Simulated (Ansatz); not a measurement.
Sb, space group Fm-3m: relaxations under a series of pressures, run with Ansatz's Python interface.

The script, `compress_sb.py`:
```python
"""Cell of Sb under pressure."""

import warnings

import ansatz as az
import numpy as np
import pandas as pd

def edges_and_angles(cell):
    cell = np.asarray(cell)
    a, b, c = np.linalg.norm(cell, axis=1)
    cosines = cell[1] @ cell[2] / (b * c), cell[0] @ cell[2] / (a * c), cell[0] @ cell[1] / (a * b)
    return (a, b, c, *np.degrees(np.arccos(cosines)))

warnings.simplefilter("ignore", az.DeckWarning)

structure = (
    az.Lattice.from_parameters(3.259762, 3.259762, 3.259762, alpha=60.0, beta=60.0, gamma=60.0)
    .atom("Sb", (0.0, 0.0, 0.0))
)

calculation = (
    structure.calculation()
    .functional("pbesol")
    .pseudopotentials("paw")
    .basis(550)
    .kpoints(10, 10, 10)
    .occupations("Fermi-Dirac", width=0.1)
)

# H = F + PV, with 1 GPa A^3 = 1/160.21766 eV
rows = []
for pressure in [0, 10, 20, 30, 40]:
    done = calculation.relax(cell=True, pressure=pressure, force_tolerance=0.03).run()
    cell = done.lattice.cell_ang
    n_atoms = len(done.lattice.sites)
    volume = abs(np.linalg.det(cell)) / n_atoms
    enthalpy = done.report["free_energy_ev"] / n_atoms + pressure * volume / 160.21766
    rows.append((pressure, volume, enthalpy, *edges_and_angles(cell)))
    print(f"{pressure} GPa done: {volume:.4f} A^3/atom")

table = pd.DataFrame(rows, columns=["P_GPa", "V_A3_atom", "H_eV_atom", "a", "b", "c", "alpha", "beta", "gamma"])
print(table.round(4).to_string(index=False))
p, v = np.array([row[0] for row in rows], float), np.array([row[1] for row in rows])
print("mean bulk modulus between rows (GPa):", np.round(-np.diff(p) / np.diff(np.log(v)), 1))
```

Its results, one of them left out:

| P (GPa) | relaxed V (Å³/atom) |
| --- | --- |
| 0 | 26.132 |
| 10 | 23.267 |
| 20 | 21.540 |
| 30 | 20.327 |
| 40 | ? |

What volume does the cell relax to at 40 GPa?

Murnaghan's form V = V0 (1 + B' P / B0)^(-1/B') through the 4 rows shown gives V0 = 26.132 Å³, B0 = 66.5 GPa and B' = 4.28, and so 19.406 Å³ an atom at 40 GPa. The run gave 19.384 Å³, 0.11 % away.

Notes:
- At a fixed pressure a relaxation lowers the enthalpy F + PV, while F alone can rise.
- The mesh is modest for a metal, so energies can be off by several to tens of meV an atom and pressures by half a GPa or more; differences at equal mesh fare better.
- This isn't the structure that Sb takes at ambient conditions.
- Symmetry holds the cell in this phase, whether or not it is the stable one at each pressure.
- Timing: 27 s on 1 thread of Arm Neoverse V1, on a shared host, peak memory 0.42 GiB.
